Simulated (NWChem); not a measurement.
# One shape, several levels: BBrF2 (SMILES FB(F)Br)

Aim: a comparison of 4 runs (PBE/aug-cc-pVDZ, SVWN5/aug-cc-pVDZ, r2SCAN/aug-cc-pVDZ, CCSD(T)/aug-cc-pVDZ) of BBrF2. 

The results are computed with NWChem 7.3.0.

## 1. The system as given

BBrF2: 4 atoms, total charge 0, spin state singlet. SMILES: `FB(F)Br`. The B2–Br4 distance was set to 3.425 Å, away from the relaxed value. At this shape a bond of the SMILES string is far longer than usual.

Bond lengths: F1–B2 1.309 Å, B2–F3 1.309 Å. Angles: F1–B2–F3 119.2°. A long bond or contact: B2–Br4 3.425 Å.

## 2. The energy at PBE/aug-cc-pVDZ (run 1)

bbrf2.nw

```
start bbrf2
title "BBrF2"
memory 2200 mb
charge 0

geometry units bohr noautosym nocenter noautoz
F   -2.95320541  -3.84235367  -0.66063125
B   -2.78745753  -1.37973818  -0.49603610
F   -4.83682772  -0.01354178  -0.72560003
Br   2.94043275   1.45544816   0.52324627
end

basis spherical bse
* library aug-cc-pVDZ
end

dft
xc xpbe96 cpbe96
grid fine
convergence energy 1e-08
iterations 100
mulliken
end

task dft
```

Run with:

```
$ nwchem bbrf2.nw > bbrf2.out
```

Output:

```text
[...]
          Wavefunction type:  closed shell.
          No. of atoms     :     4
          No. of electrons :    58
[...]
          Charge           :     0
          Spin multiplicity:     1
[...]
          AO basis - number of functions:   105
[...]
              XC Information
              --------------
          PerdewBurkeErnzerhof Exchange Functional  1.000
            Perdew 1991 LDA Correlation Functional  1.000 local
           PerdewBurkeErnz. Correlation Functional  1.000 non-local
[...]
 d= 0,ls=0.0,diis     1  -2797.8406727592 -2.96D+03  4.04D-02  1.30D+00     7.2
[...]
 d= 0,ls=0.0,diis    15  -2798.0879542839 -2.53D-10  2.82D-08  1.14D-11    65.7
         Total DFT energy =    -2798.087954283910
      One electron energy =    -4212.754057373893
           Coulomb energy =     1369.127948224701
    Exchange-Corr. energy =     -115.490402741056
 Nuclear repulsion energy =      161.028557606339
[...]
      Total Density - Mulliken Population Analysis
     ---------------------------------------------
    Atom       Charge   Shell Charges
 -----------   ------   -------------------------------------------------------
    1 F    9     9.18   2.01  0.90  0.96  0.12  3.33  1.73  0.10  0.01  0.01
    2 B    5     4.38   2.03  0.53  0.21  0.02  1.33  0.05 -0.00  0.20  0.01
    3 F    9     9.18   2.01  0.90  0.96  0.12  3.33  1.73  0.10  0.01  0.01
    4 Br  35    35.27   2.00  2.00  2.03  1.11  0.83  0.01  6.00  6.01  2.59  2.49  0.18  9.94  0.06  0.01
[...]
```

Run time: 66 s. Hardware: 1 thread of Intel Xeon 6975P-C (Granite Rapids), shared host; peak memory 0.12 GiB.

## 3. A single-point energy at SVWN5/aug-cc-pVDZ (run 2)

bbrf2.xyz

```xyz
4
BBrF2
F     -1.562769    -2.033286    -0.349591
B     -1.475059    -0.730126    -0.262491
F     -2.559539    -0.007166    -0.383971
Br     1.556010     0.770190     0.276890
```

bbrf2.nw

```
start bbrf2
title "BBrF2"
memory total 2200 mb
charge 0

geometry units angstrom noautosym nocenter noautoz
 load bbrf2.xyz
end

basis spherical bse
 F library aug-cc-pVDZ
 B library aug-cc-pVDZ
 Br library aug-cc-pVDZ
end

dft
 xc slater vwn_5
 grid fine
 convergence energy 1e-08
 maxiter 100
 mulliken
 print medium
end

task dft energy
```

Run with:

```
$ nwchem bbrf2.nw > bbrf2.out
```

Output:

```text
[...]
          Wavefunction type:  closed shell.
          No. of atoms     :     4
          No. of electrons :    58
[...]
          Charge           :     0
          Spin multiplicity:     1
[...]
          AO basis - number of functions:   105
[...]
              XC Information
              --------------
                        Slater Exchange Functional  1.000 local
                      VWN V Correlation Functional  1.000 local
[...]
 d= 0,ls=0.0,diis     1  -2793.3501246967 -2.95D+03  4.11D-02  1.64D+00     6.3
[...]
 d= 0,ls=0.0,diis    15  -2793.6085901951 -1.02D-10  4.29D-08  3.54D-11    57.2
         Total DFT energy =    -2793.608590195119
      One electron energy =    -4212.520020808822
           Coulomb energy =     1368.852876985488
    Exchange-Corr. energy =     -110.970015588330
 Nuclear repulsion energy =      161.028569216544
[...]
      Total Density - Mulliken Population Analysis
     ---------------------------------------------
    Atom       Charge   Shell Charges
 -----------   ------   -------------------------------------------------------
    1 F    9     9.14   2.01  0.89  0.96  0.13  3.33  1.72  0.09  0.01  0.01
    2 B    5     4.45   2.03  0.53  0.21  0.01  1.36  0.08 -0.01  0.21  0.03
    3 F    9     9.14   2.01  0.89  0.96  0.13  3.33  1.72  0.09  0.01  0.01
    4 Br  35    35.27   2.00  2.00  2.04  1.13  0.79  0.03  6.00  6.01  2.60  2.47  0.19  9.94  0.06  0.00
[...]
```

Run time: 58 s. Hardware: 1 thread of Intel Xeon 6975P-C (Granite Rapids), shared host; peak memory 0.12 GiB.

## 4. A single-point energy at r2SCAN/aug-cc-pVDZ (run 3)

geom.nw

```
start geom
title "BBrF2"
memory stack 880 mb heap 220 mb global 1100 mb
geometry units angstroms noautosym nocenter noautoz
 F       -1.562769      -2.033286      -0.349591
 B       -1.475059      -0.730126      -0.262491
 F       -2.559539      -0.007166      -0.383971
 Br       1.556010       0.770190       0.276890
end
basis spherical bse
 * library aug-cc-pVDZ
end
dft
 xc r2scan
 grid fine
 convergence energy 1e-08
 maxiter 100
 mulliken
end
task dft energy
```

Run with:

```
$ nwchem geom.nw > geom.out
```

Output:

```text
[...]
          Wavefunction type:  closed shell.
          No. of atoms     :     4
          No. of electrons :    58
[...]
          Charge           :     0
          Spin multiplicity:     1
[...]
          AO basis - number of functions:   105
[...]
              XC Information
              --------------
                      r^2SCAN Method XC Functional
               r^2SCAN metaGGA Exchange Functional  1.000
                     r^2SCAN Correlation Potential  1.000
[...]
 d= 0,ls=0.0,diis     1  -2798.3612346854 -2.96D+03  3.96D-02  1.13D+00     8.3
[...]
 d= 0,ls=0.0,diis    14  -2798.5780042407 -7.87D-11  3.57D-08  8.37D-12    62.2
         Total DFT energy =    -2798.578004240693
      One electron energy =    -4213.234950559827
           Coulomb energy =     1369.650739991419
    Exchange-Corr. energy =     -116.022362888829
 Nuclear repulsion energy =      161.028569216544
[...]
      Total Density - Mulliken Population Analysis
     ---------------------------------------------
    Atom       Charge   Shell Charges
 -----------   ------   -------------------------------------------------------
    1 F    9     9.23   2.01  0.91  0.96  0.12  3.33  1.80  0.08  0.01  0.01
    2 B    5     4.25   2.02  0.52  0.19  0.01  1.25  0.05 -0.00  0.19  0.02
    3 F    9     9.23   2.01  0.91  0.96  0.12  3.33  1.80  0.08  0.01  0.01
    4 Br  35    35.28   2.00  2.00  2.03  1.09  0.86  0.02  6.00  6.01  2.61  2.53  0.14  9.94  0.05  0.01
[...]
```

It took 63 s on 1 thread of Intel Xeon 6975P-C (Granite Rapids), shared host; peak memory 0.12 GiB.

## 5. The energy at CCSD(T)/aug-cc-pVDZ (run 4)

bbrf2.nw

```
start bbrf2
title "BBrF2"
memory 2200 mb

geometry noautosym nocenter noautoz
F    -1.562769   -2.033286   -0.349591
B    -1.475059   -0.730126   -0.262491
F    -2.559539   -0.007166   -0.383971
Br    1.556010    0.770190    0.276890
end

basis spherical bse
* library aug-cc-pVDZ
end

scf
thresh 1e-08
maxiter 80
end

ccsd
freeze core 12
maxiter 60
end

task ccsd(t) energy
```

Run with:

```
$ nwchem bbrf2.nw > bbrf2.out
```

Output:

```text
[...]
  functions       =   105
[...]
  wavefunction    = RHF
[...]
         Total SCF energy =  -2795.950506895148
      One-electron energy =  -4213.612226047433
      Two-electron energy =   1256.633149935741
 Nuclear repulsion energy =    161.028569216544
        Time for solution =    107.4s
[...]
 Total MP2 energy:          -2796.591267872166100
[...]
             energy      energy      error      ampl     ampl      Block
                                                time     time      time
[...]
 Total CCSD energy:          -2796.609768150095988
[...]
 Total CCSD+T(CCSD) energy:          -2796.641348853058844
[...]
 Total CCSD(T) energy:               -2796.637798906734588
[...]
```

Run time: 8.5 min. Hardware: 1 thread of Intel Xeon 6975P-C (Granite Rapids), shared host; peak memory 0.48 GiB.

## 6. The series

| run | level | integration grid | iteration cap | energy (Eh) | dipole moment (D) of the reference | HOMO energy (eV) | LUMO energy (eV) | wall time |
| --- | --- | --- | --- | --- | --- | --- | --- | --- |
| 1 | PBE/aug-cc-pVDZ | fine | 100 | -2798.087954 | 3.86 | -6.50 | -6.00 | 66 s |
| 2 | SVWN5/aug-cc-pVDZ | fine | 100 | -2793.608590 | 3.87 | -6.62 | -6.16 | 58 s |
| 3 | r2SCAN/aug-cc-pVDZ | fine | 100 | -2798.578004 | 4.12 | -6.76 | -6.03 | 63 s |
| 4 | CCSD(T)/aug-cc-pVDZ | – | 80 | -2796.637799 | – | -10.15 | -2.55 | 8.5 min |

## 7. Results

| quantity | value |
| --- | --- |
| run 4: total energy | -2796.63780 Eh |
| run 4: HOMO energy (Hartree–Fock orbitals) | -10.15 eV |
| run 4: LUMO energy (Hartree–Fock orbitals) | -2.55 eV |
| run 4: HOMO–LUMO gap (Hartree–Fock orbitals) | 7.60 eV |
| run 4: correlation energy (12 core orbitals frozen) | -687.3 mEh |
| run 4: (T) correction | -28.03 mEh |

In words: Over runs 1, 2, 3 the dipole moment (its size) runs from 3.86 D (PBE/aug-cc-pVDZ) to 4.12 D (r2SCAN/aug-cc-pVDZ). Over runs 1, 2, 3 the HOMO–LUMO gap runs from 0.46 eV (SVWN5/aug-cc-pVDZ) to 0.72 eV (r2SCAN/aug-cc-pVDZ). Totals of different functionals can't be ranked against each other. In all runs a closed-shell determinant meets a far-stretched bond; if it breaks into open shells, such a determinant describes it badly, and no broken-symmetry solution was shown. All runs together took 12 min, the longest 8.5 min.
